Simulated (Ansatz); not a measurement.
Runs of Ansatz 0.2.0 on BiTe. The structure is cubic, space group Fm-3m (No. 225). The conventional cell has a = 6.470 Å, b = 6.470 Å, c = 6.470 Å, α = 90.00°, β = 90.00°, γ = 90.00°. Around Bi (site symmetry m-3m) lie 6 Te at 3.23 Å. Te (site symmetry m-3m) is surrounded by 6 Bi at 3.23 Å. 

| task | level | spin | cell | k mesh | smearing | points for each segment of the path | gap on the mesh (eV) | pressure (GPa) | relaxed volume (Å³/atom) |
| --- | --- | --- | --- | --- | --- | --- | --- | --- | --- |
| band structure | PBE | off | as given | 7 × 7 × 7 | fermi-dirac 0.05 eV | 14 | none | 0.9 | - |
| band structure | PBEsol | off | as given | 7 × 7 × 7 | fermi-dirac 0.05 eV | 14 | none | (a) | - |
| band structure | LDA | SOC, no magnetisation | as given | 5 × 5 × 5 | fermi-dirac 0.05 eV | 14 | none | -0.9 | - |
| single point | PBE | off | as given | 7 × 7 × 7 | gaussian 0.011 eV | - | none | 1.0 | - |
| relaxation of cell and atoms | LDA | off | relaxed | 7 × 7 × 7 | fermi-dirac 0.05 eV | - | none | 0.0 | 32.10 |
| band structure | PBE | SOC, no magnetisation | as given | 5 × 5 × 5 | fermi-dirac 0.05 eV | 14 | none | (b) | - |
| relaxation of cell and atoms | PBE | off | relaxed | 7 × 7 × 7 | fermi-dirac 0.05 eV | - | none | 0.0 | 34.51 |
| relaxation of cell and atoms | PBEsol | off | relaxed | 7 × 7 × 7 | fermi-dirac 0.05 eV | - | none | 0.0 | 32.84 |
| band structure | LDA | off | as given | 7 × 7 × 7 | fermi-dirac 0.05 eV | 14 | none | -2.7 | - |

Alike in all rows: potentials or basis Ansatz PAW; cutoff (eV) 420.

Q: Estimate the missing entries.

A: (a) -1.5; (b) 2.7.

Caveats: spin-orbit coupling is left out, which moves the levels of the heavy elements (some runs); the PAW data sets come from PBE, with cores solved anew for the run's functional, which leaves a small shift of forces and pressure (some runs); the plane-wave basis is chosen anew once the cell has moved, so the energies of steps on either side of that aren't comparable (some runs).

A k mesh can miss the band edges, and rows without SOC leave out spin-orbit coupling on Bi, Te.

A gap of «none» marks a metal or a gap under the smearing width.
